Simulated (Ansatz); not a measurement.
Geometry optimisation, DFT PBE, scalar-relativistic, plane waves, PAW in Ansatz.

Input:

```yaml
crystal:
  lattice:
    - [0.0, 5.43, 5.43]
    - [5.43, 0.0, 5.43]
    - [5.43, 5.43, 0.0]
  atoms:
    - { symbol: Si, position: [0.0, 0.0, 0.0] }
    - { symbol: Si, position: [0.125, 0.125, 0.125] }
    - { symbol: Si, position: [0.0, 0.0, 0.5] }
    - { symbol: Si, position: [0.125, 0.125, 0.625] }
    - { symbol: Si, position: [0.0, 0.5, 0.0] }
    - { symbol: Si, position: [0.125, 0.625, 0.125] }
    - { symbol: Si, position: [0.0, 0.5, 0.5] }
    - { symbol: Si, position: [0.125, 0.625, 0.625] }
    - { symbol: Si, position: [0.5, 0.0, 0.0] }
    - { symbol: Si, position: [0.625, 0.125, 0.125] }
    - { symbol: Si, position: [0.5, 0.0, 0.5] }
    - { symbol: Si, position: [0.625, 0.125, 0.625] }
    - { symbol: Si, position: [0.5, 0.5, 0.0] }
    - { symbol: Si, position: [0.625, 0.625, 0.125] }
    - { symbol: Si, position: [0.5, 0.5, 0.5] }
    - { symbol: Si, position: [0.625, 0.625, 0.625] }
    - { symbol: Al, position: [0.8834181, 0.8727538, 0.3744284], spin: 1.0 }
magnetization:
  spin_polarized: true
basis:
  ecutwfc: 420.0
kpoints:
  mp_grid: { grid: [2, 2, 2] }
hamiltonian:
  xc: pbe
  pseudopotentials: { kind: paw, azcp: { folder: soft_1 } }
scf:
  occupations: { method: fermi_dirac, width: 0.02 }
  lower_state_search: "off"
relax:
  f_tol: 0.08
  max_steps: 25
  adjacent_minimum: "off"
```

Launched with:

```bash
$ ansatz run input.yaml --threads 1 --pin off --max-ram 3072MiB --backend cpu --events-out ev --progress --plain --runs-dir out
```

Where does it end, and by what steps?

It converged. Limits of this set-up: coarse k mesh, a small cell, in which the defect meets its images. After 3 steps the energy has fallen by 0.333 eV; Si3 moved furthest, 0.09 Å.

```json
{"step": "0", "energy less start (eV)": "0.0000", "largest force component (eV/Å)": "1.146", "accepted": "yes"}
{"step": "1", "energy less start (eV)": "-0.2939", "largest force component (eV/Å)": "0.431", "accepted": "yes"}
{"step": "2", "energy less start (eV)": "-0.3304", "largest force component (eV/Å)": "0.096", "accepted": "yes"}
{"step": "3", "energy less start (eV)": "-0.3331", "largest force component (eV/Å)": "0.016", "accepted": "yes"}
```

```xyz
17
Lattice="0.0000 5.4300 5.4300 5.4300 0.0000 5.4300 5.4300 5.4300 0.0000" Properties=species:S:1:pos:R:3
Si -0.049 -0.045 0.050
Si 1.357 1.360 1.374
Si 2.763 2.766 0.050
Si 4.071 4.076 1.360
Si 2.728 -0.012 2.702
Si 4.057 1.360 4.074
Si 5.381 2.765 2.669
Si 6.787 4.090 4.074
Si -0.015 2.731 2.702
Si 1.356 4.060 4.074
Si 2.761 5.385 2.670
Si 4.086 6.790 4.075
Si 2.728 2.731 5.446
Si 4.072 4.075 6.789
Si 5.415 5.418 5.446
Si 6.786 6.790 6.775
Al 6.786 6.791 9.505
```

Whether the end is a true minimum wasn't checked by a vibrational analysis.

Time of the run: 69 s on 1 thread of Arm Neoverse V2, on a shared host, peak memory 0.66 GiB.
